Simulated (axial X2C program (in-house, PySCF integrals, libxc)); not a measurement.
# ZrSe⁻: EOM-EA-CCSD levels

Wanted for ZrSe⁻: EOM-EA-CCSD levels, at the two-component level.

Method: two-component X2C with atomic mean-field terms, Zr dyall-acv3z, Se dyall-acv3z; program: an in-house X2C program for linear molecules on PySCF integrals.

All values are calculated.

## (1) The job

File task.json:

```json
{"zs": [40, 34], "q": -1, "bas": ["dyall-acv3z", "dyall-acv3z"], "r0": 2.34, "eom": "ea", "thr": -2.0, "nmax": 92, "grid": [1, 0.96, 1.045, 0.92, 1.09, 1.15], "rq": 0}
```

Keys: zs atomic numbers; q charge; bas basis sets; r0 starting distance in Å; eom kind of EOM run; thr threshold in hartree for freezing inner shells (an s shell follows its p shell); nmax most natural virtual spinors; grid distances as factors.

Run with:

```sh
$ python soeom.py task.json out
```

Further steps of the session: EOM-EA-CCSD at 2.317 Å.

Before running it: what results should come out? Wanted: next root led by one particle; T1 of the reference.

As calculated:

| quantity | value |
| --- | --- |
| lowest root at 2.317 Å | Ω = 1/2, 0.823 eV |
| next root led by one particle | Ω = 3/2, about 410 cm⁻¹ higher |
| T1 of the reference | 0.036 |

The added electron is bound by 0.82 eV in a spinor of 33% Zr dπ, 31% Zr pπ, 14% Zr pσ. The closed-shell reference lies 0.41 eV above the lowest determinant found, so these energies count from an excited configuration. Errors of 0.1 to 0.3 eV are usual at this size, and roots led by higher excitations are left out, so the list is incomplete, and low states of that kind can be missing. T1 or the largest double amplitude of the reference is raised, which lowers the reliability.
